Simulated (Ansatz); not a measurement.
# Cu on Pd (Palladium) (110)

The task, for Pd (Palladium): prepare the clean (110) slab, then find where and how strongly Cu adsorbs.

Method: DFT LDA, scalar-relativistic, plane waves, PAW, in Ansatz 0.2.0.

## (1) The structure to begin with

Symmetry: Fm-3m, No. 225, cubic system. Conventional cell: a = 3.839 Å, b = 3.839 Å, c = 3.839 Å, α = 90.00°, β = 90.00°, γ = 90.00°. Around Pd (site symmetry m-3m) lie 12 Pd at 2.71 Å.

Coordinates:

```cif
data_structure
_symmetry_space_group_name_H-M 'P 1'
_symmetry_Int_Tables_number 1
_cell_length_a 2.7145
_cell_length_b 2.7145
_cell_length_c 2.7145
_cell_angle_alpha 60.000
_cell_angle_beta 60.000
_cell_angle_gamma 60.000
_cell_volume 14.14
loop_
_atom_site_label
_atom_site_type_symbol
_atom_site_fract_x
_atom_site_fract_y
_atom_site_fract_z
_atom_site_occupancy
Pd1 Pd 0.00000 0.00000 0.00000 1
```

It is the result of an earlier relaxation at this level (volume 14.14 Å³/atom; gap on the mesh: none (metal)).

## (2) Cutting the slab

Miller indices refer to the conventional cell of the relaxed bulk, Fm-3m (No. 225): a = 3.839 Å, b = 3.839 Å, c = 3.839 Å, α = 90.00°, β = 90.00°, γ = 90.00°.

A (110) slab, 6.8 Å thick as cut, with 17 Å of vacuum; its outer planes are Pd (top) and Pd (bottom).

The slab as cut. Layers, bottom to top:

```
plane  atoms per cell  height over the lowest (Å)
    1              Pd                        0.00
    2              Pd                        1.36
    3              Pd                        2.71
    4              Pd                        4.07
    5              Pd                        5.43
    6              Pd                        6.79
```

## (3) Relaxing the clean slab

The input, input.yaml:

```yaml
crystal:
  lattice:
    - [2.7145474431, 0.0, 0.0]
    - [0.0, 3.8389498098, 0.0]
    - [0.0, 0.0, 23.7863686078]
  atoms:
    - { symbol: Pd, position: [0.5, 0.5, 0.3573475271] }
    - { symbol: Pd, position: [0.0, 0.0, 0.4144085162] }
    - { symbol: Pd, position: [0.5, 0.5, 0.4714695054] }
    - { symbol: Pd, position: [0.0, 0.0, 0.5285304946] }
    - { symbol: Pd, position: [0.5, 0.5, 0.5855914838] }
    - { symbol: Pd, position: [0.0, 0.0, 0.6426524729] }
basis:
  ecutwfc: 420
kpoints:
  mp_grid: { grid: [11, 8, 1] }
hamiltonian:
  xc: lda
scf:
  occupations: { method: gaussian, width: 0.1 }
output:
  forces: true
  eigenvalues: true
  write_density: true
  write_potential: true
  elf: true
  volumetric_format: npy
relax:
  adjacent_minimum: "off"
  f_tol: 0.03
  max_steps: 70
  constraints: [{ sites: [0, 1, 2] }]
efield:
  axis: 3
  dipole_correction: true
```

The run is started by

```
$ ansatz run input.yaml --threads 2 --pin off --max-ram 5120MiB --backend cpu --events-out ev --progress --plain --runs-dir out
```

Further runs follow: start: Cu, top (Pd); Cu at the bridge (Pd-Pd) site; Cu put at a hollow over Pd site.

Before running it: what results should come out? Wanted: clean slab: work function; Cu: lowest end.

**Answer**, as computed:

```
                 quantity                                                 value
clean slab: work function             5.25 eV (top face), 5.23 eV (bottom face)
           Cu: lowest end  from the hollow over Pd start, 5 bonded, 1.00 Å high
```

What this shows: It lowers the work function by 0.17 eV, as a dipole layer with its positive end outwards does. A start on a symmetric site keeps its symmetry, so an end may be a saddle point and not a minimum.
